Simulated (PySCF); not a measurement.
# Si2NH7O (SMILES N[SiH2]O[SiH3]): levels of theory compared

Aim: a comparison of 5 runs (HF/def2-SVP, B3LYP/6-31G*, PBE0/def2-SVP, MP2/6-31G*) of Si2NH7O. The job is set up through a Python script.

The calculation is run with PySCF 2.14.0.

## (1) The molecule

Si2NH7O: 11 atoms, total charge 0, spin state singlet. As SMILES, `N[SiH2]O[SiH3]`. Geometry: relaxed at PBE0-D4/def2-TZVP. This is one conformer, not always the lowest.

Bond lengths: N1–Si2 1.701 Å, Si2–O3 1.640 Å, O3–Si4 1.630 Å, N1–H5 1.007 Å, N1–H6 1.007 Å, Si2–H7 1.484 Å, Si2–H8 1.483 Å, Si4–H9 1.487 Å, Si4–H10 1.484 Å, Si4–H11 1.487 Å. Some angles: N1–Si2–O3 114.3°, Si2–O3–Si4 148.8°, N1–Si2–H7 107.5°, N1–Si2–H8 107.5°, O3–Si2–H7 107.7°, O3–Si2–H8 107.7°, Si2–N1–H5 121.3°, Si2–N1–H6 121.3°, O3–Si4–H9 110.5°, O3–Si4–H10 108.5°.

## (2) Energy and forces at HF/def2-SVP (run 1)

Input file start.xyz:

```xyz
11

N     -0.459800     2.295200    -0.214000
Si    -0.842100     0.638200    -0.257900
O      0.410500    -0.352500     0.113900
Si     0.970400    -1.866600     0.338500
H     -0.352100     2.783700     0.659400
H      0.078500     2.726700    -0.947100
H     -1.915700     0.400600     0.738100
H     -1.276400     0.316400    -1.639400
H      0.835800    -2.663000    -0.910300
H      2.403200    -1.788500     0.716900
H      0.213100    -2.547100     1.422700
```

Input file run.py:

```python
import pyscf.grad
from pyscf import gto

mol = gto.M(
    atom='start.xyz',
    verbose=3,
    spin=0,
    max_memory=1860,
    basis='def2-svp',
)

mf = mol.RHF()
mf.conv_tol = 1e-10
mf.kernel()
if not mf.converged:
    mf = mf.newton().run(mf.mo_coeff, mf.mo_occ)

etot = mf.e_tot
print('Final energy', etot)
grad = mf.Gradients().kernel()
mf.analyze()
```

Launch:

```sh
$ OMP_NUM_THREADS=1 python run.py
```

Log:

```text
converged SCF energy = -711.082655061526
[... 23 lines left out ...]
MO #14  energy= -1.12281104541897  occ= 2
[... 16 lines left out ...]
MO #31  energy= 0.244502192867079  occ= 0
[... 16 lines left out ...]
MO #48  energy= 0.745113548909956  occ= 0
[... 16 lines left out ...]
MO #65  energy= 1.44419276715557   occ= 0
[... 16 lines left out ...]
MO #82  energy= 2.17733875903344   occ= 0
[... 16 lines left out ...]
MO #99  energy= 3.69206532087093   occ= 0
[... 12 lines left out ...]
Dipole moment(X, Y, Z, Debye):  0.52464,  0.90029,  0.11699
```

Run time: 19 s. Hardware: 1 thread of Intel Xeon at 2.50GHz (Skylake/Cascade Lake), shared host; peak memory 0.21 GiB.

## (3) Energy and gradient at B3LYP/6-31G(d) (spherical functions) (run 2)

Input file run.py:

```python
import pyscf.grad
from pyscf import gto, dft

mol = gto.Mole()
mol.atom = '''
N     -0.868896     4.337299    -0.404401
Si    -1.591338     1.206023    -0.487360
O      0.775733    -0.666128     0.215240
Si     1.833790    -3.527363     0.639672
H     -0.665373     5.260431     1.246085
H      0.148344     5.152716    -1.789760
H     -3.620148     0.757024     1.394807
H     -2.412046     0.597909    -3.098017
H      1.579433    -5.032341    -1.720218
H      4.541390    -3.379775     1.354745
H      0.402701    -4.813321     2.688513
'''
mol.verbose = 3
mol.unit = 'bohr'
mol.max_memory = 1860
mol.basis = '6-31g*'
mol.build()

calc0 = dft.RKS(mol, xc='b3lyp')
calc0.conv_tol = 1e-10
calc0.grids.level = 5
calc0.kernel()
if not calc0.converged:
    calc0 = calc0.newton().run(calc0.mo_coeff, calc0.mo_occ)

e_final = calc0.e_tot
print(f'total energy: {e_final:.8f} hartree')
grad = calc0.Gradients().kernel()
calc0.analyze()
```

Launch:

```sh
$ OMP_NUM_THREADS=1 python run.py
```

Log:

```text
converged SCF energy = -713.264435588084
[... 17 lines left out ...]
MO #8   energy= -3.6558365170728   occ= 2
[... 13 lines left out ...]
MO #22  energy= -0.339912230327636 occ= 2
[... 13 lines left out ...]
MO #36  energy= 0.195878296674425  occ= 0
[... 13 lines left out ...]
MO #50  energy= 0.698342980401162  occ= 0
[... 13 lines left out ...]
MO #64  energy= 1.16855811385468   occ= 0
[... 13 lines left out ...]
MO #78  energy= 2.74160307160595   occ= 0
[... 12 lines left out ...]
Dipole moment(X, Y, Z, Debye):  0.61567,  1.04770,  0.13484
```

Wall time 60 s (1 thread of Intel Xeon at 2.50GHz (Skylake/Cascade Lake), shared host); peak memory 0.77 GiB.

Run 3 isn't shown in full; the table further down has it.

## (4) Energy and forces at PBE0/def2-SVP (run 4)

Input file run.py:

```python
from pyscf import gto, dft

mol = gto.Mole()
mol.atom = '''
N       -0.459800       2.295200      -0.214000
Si      -0.842100       0.638200      -0.257900
O        0.410500      -0.352500       0.113900
Si       0.970400      -1.866600       0.338500
H       -0.352100       2.783700       0.659400
H        0.078500       2.726700      -0.947100
H       -1.915700       0.400600       0.738100
H       -1.276400       0.316400      -1.639400
H        0.835800      -2.663000      -0.910300
H        2.403200      -1.788500       0.716900
H        0.213100      -2.547100       1.422700
'''
mol.basis = 'def2-svp'
mol.max_memory = 1860
mol.verbose = 4
mol.build()

myscf = dft.RKS(mol, xc='pbe0')
myscf.conv_tol = 1e-10
myscf.grids.level = 5
myscf.kernel()
if not myscf.converged:
    myscf = myscf.newton().run(myscf.mo_coeff, myscf.mo_occ)

energy = myscf.e_tot
print(f'total energy: {energy:.8f} hartree')
grad = myscf.nuc_grad_method().kernel()
myscf.analyze()
```

Launch:

```sh
$ OMP_NUM_THREADS=1 python run.py
```

Log:

```text
PySCF version 2.14.0

[... 104 lines left out ...]
MO #4   energy= -14.3706985663955  occ= 2
[... 18 lines left out ...]
MO #23  energy= -0.321340775909194 occ= 2
[... 18 lines left out ...]
MO #42  energy= 0.420196367911305  occ= 0
[... 18 lines left out ...]
MO #61  energy= 0.942531988774355  occ= 0
[... 18 lines left out ...]
MO #80  energy= 1.7640531011744    occ= 0
[... 18 lines left out ...]
MO #99  energy= 3.32253427686976   occ= 0
[... 113 lines left out ...]
Dipole moment(X, Y, Z, Debye):  0.55422,  1.11597,  0.11520
```

Run time: 81 s. Hardware: 1 thread of Intel Xeon at 2.50GHz (Skylake/Cascade Lake), shared host; peak memory 0.98 GiB.

## (5) Energy and forces at MP2/6-31G(d) (spherical functions) (run 5)

Input file input.py:

```python
import pyscf.grad
from pyscf import gto, scf, mp

mol = gto.M(
    atom='''
N     -0.868896     4.337299    -0.404401
Si    -1.591338     1.206023    -0.487360
O      0.775733    -0.666128     0.215240
Si     1.833790    -3.527363     0.639672
H     -0.665373     5.260431     1.246085
H      0.148344     5.152716    -1.789760
H     -3.620148     0.757024     1.394807
H     -2.412046     0.597909    -3.098017
H      1.579433    -5.032341    -1.720218
H      4.541390    -3.379775     1.354745
H      0.402701    -4.813321     2.688513
''',
    basis='6-31g*',
    verbose=4,
    spin=0,
    max_memory=1860,
    unit='bohr',
)

mf = scf.RHF(mol)
mf.conv_tol = 1e-10
mf.kernel()
if not mf.converged:
    mf = mf.newton().run(mf.mo_coeff, mf.mo_occ)

pt = mp.MP2(mf, frozen=12).run()
energy = pt.e_tot
print(f'total energy: {energy:.8f} hartree')
grad = pt.Gradients().kernel()
mf.analyze()
```

Launch:

```sh
$ OMP_NUM_THREADS=1 python input.py
```

Log:

```text
PySCF version 2.14.0

[... 94 lines left out ...]
MO #3   energy= -20.5481674076365  occ= 2
[... 14 lines left out ...]
MO #18  energy= -0.605851175658588 occ= 2
[... 14 lines left out ...]
MO #33  energy= 0.288270649671236  occ= 0
[... 14 lines left out ...]
MO #48  energy= 0.890011413746147  occ= 0
[... 14 lines left out ...]
MO #63  energy= 1.4509040741009    occ= 0
[... 14 lines left out ...]
MO #78  energy= 3.09680348423261   occ= 0
[... 92 lines left out ...]
Dipole moment(X, Y, Z, Debye):  0.60550,  0.84735,  0.14080
```

Wall time 37 s (1 thread of Intel Xeon at 2.50GHz (Skylake/Cascade Lake), shared host); peak memory 0.42 GiB.

## (6) The series

```csv
run,level,integration grid,Cartesian functions,energy (Eh),dipole moment (D) of the reference,HOMO energy (eV),LUMO energy (eV),wall time
1,HF/def2-SVP,–,no,-711.082655,1.05,-11.40,4.33,19 s
2,B3LYP/6-31G* (spherical functions),5,no,-713.264436,1.22,-7.25,0.60,60 s
3,B3LYP/6-31G* (Cartesian functions),5,yes,-713.270224,1.22,-7.25,0.56,62 s
4,PBE0/def2-SVP,5,no,-712.586383,1.25,-7.64,0.92,81 s
5,MP2/6-31G* (spherical functions),–,no,-711.816679,1.05,-11.30,3.97,37 s
```

## (7) Outcome

| quantity | value |
| --- | --- |
| run 5: total energy | -711.81668 Eh |
| run 5: dipole moment (Hartree–Fock density) | 1.05 D |
| run 5: HOMO energy (Hartree–Fock orbitals) | -11.30 eV |
| run 5: LUMO energy (Hartree–Fock orbitals) | 3.97 eV |
| run 5: HOMO–LUMO gap (Hartree–Fock orbitals) | 15.27 eV |
| run 5: correlation energy (12 core orbitals frozen) | -493.4 mEh |
| run 5: largest force on an atom | 0.815 eV/Å |

Over runs 1, 2, 3, 4 the dipole moment (its size) runs from 1.05 D (HF/def2-SVP) to 1.25 D (PBE0/def2-SVP). Over runs 1, 2, 3, 4 the HOMO–LUMO gap runs from 7.81 eV (B3LYP/6-31G*) to 15.73 eV (HF/def2-SVP). The two ends differ in method and basis. Totals of different functionals can't be ranked against each other. All runs together took 4.3 min, the longest 81 s.
